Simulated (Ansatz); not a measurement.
**WCl4O: basis-set convergence**

An exercise on one series of results from a longer session: the logs are not shown, and one member is left open.

Method: one geometry, several basis sets; program: Ansatz 0.2.0, Gaussian basis.

Levels to be run: PBE0-D4/def2-SVP; ωB97M-V/def2-SVP; PBE0-D4/def2-QZVPP; ωB97M-V/def2-QZVPP; the functionals' def2-TZVPP values are taken from earlier runs.

## The geometry

The geometry comes from an earlier relaxation with PBE0-D4 in a triple-zeta def2 set; it is a stationary point. W takes the def2 core potential; no spin-orbit term is included.

6 atoms, charge 0, spin multiplicity 1.

Atoms are counted from 1 here; the program's logs count them from 0.

Bond lengths: O1–W2 1.668 Å, W2–Cl3 2.287 Å, W2–Cl4 2.287 Å, W2–Cl5 2.287 Å, W2–Cl6 2.287 Å. Angles: O1–W2–Cl3 104.0°, O1–W2–Cl4 103.9°, O1–W2–Cl5 104.0°, O1–W2–Cl6 103.9°, Cl3–W2–Cl4 86.7°, Cl3–W2–Cl5 151.9°, Cl3–W2–Cl6 86.7°, Cl4–W2–Cl5 86.7°, Cl4–W2–Cl6 152.3°, Cl5–W2–Cl6 86.7°.

Set-up of the first run:

in.yaml reads:

```yaml
crystal:
  periodic: [false, false, false]
  atoms:
    - {symbol: O, position_ang: [-1.731645, -0.141220, 0.210475]}
    - {symbol: W, position_ang: [-0.081611, -0.017343, 0.003413]}
    - {symbol: Cl, position_ang: [0.787940, -1.019266, 1.866372]}
    - {symbol: Cl, position_ang: [0.474312, -1.929757, -1.121557]}
    - {symbol: Cl, position_ang: [0.146701, 1.067050, -1.997241]}
    - {symbol: Cl, position_ang: [0.446403, 1.976438, 0.992338]}
basis:
  gaussian: {orbitals: def2-SVP}
hamiltonian: {xc: pbe0, dispersion: d4}
output: {orbitals: {seedname: orbitals}}
```

On the command line:

```console
ansatz run in.yaml --threads 2 --pin off --events-out ev --progress --plain --max-ram 32768MiB --backend cpu
```

Among the steps run: PBE0-D4 in def2-SVP; ωB97M-V in def2-SVP; PBE0-D4 in def2-QZVPP; ωB97M-V in def2-QZVPP.

One table of the session follows, with a row left open; its other results are not shown here.

It belongs to the step «Functionals by basis». 

| functional | basis | HOMO (eV) | LUMO (eV) |
| --- | --- | --- | --- |
| PBE0-D4 | def2-SVP | ? | ? |
| PBE0-D4 | def2-TZVPP | -8.96 | -4.94 |
| PBE0-D4 | def2-QZVPP | -8.97 | -4.95 |
| ωB97M-V | def2-SVP | -11.12 | -3.04 |
| ωB97M-V | def2-TZVPP | -11.14 | -2.97 |
| ωB97M-V | def2-QZVPP | -11.15 | -3.00 |

Estimate the missing values for PBE0-D4, def2-SVP.

As computed: HOMO (eV): -9.00; LUMO (eV): -5.05. In the column «HOMO (eV)» it lies between ωB97M-V, def2-SVP (-11.12) and PBE0-D4, def2-QZVPP (-8.97).
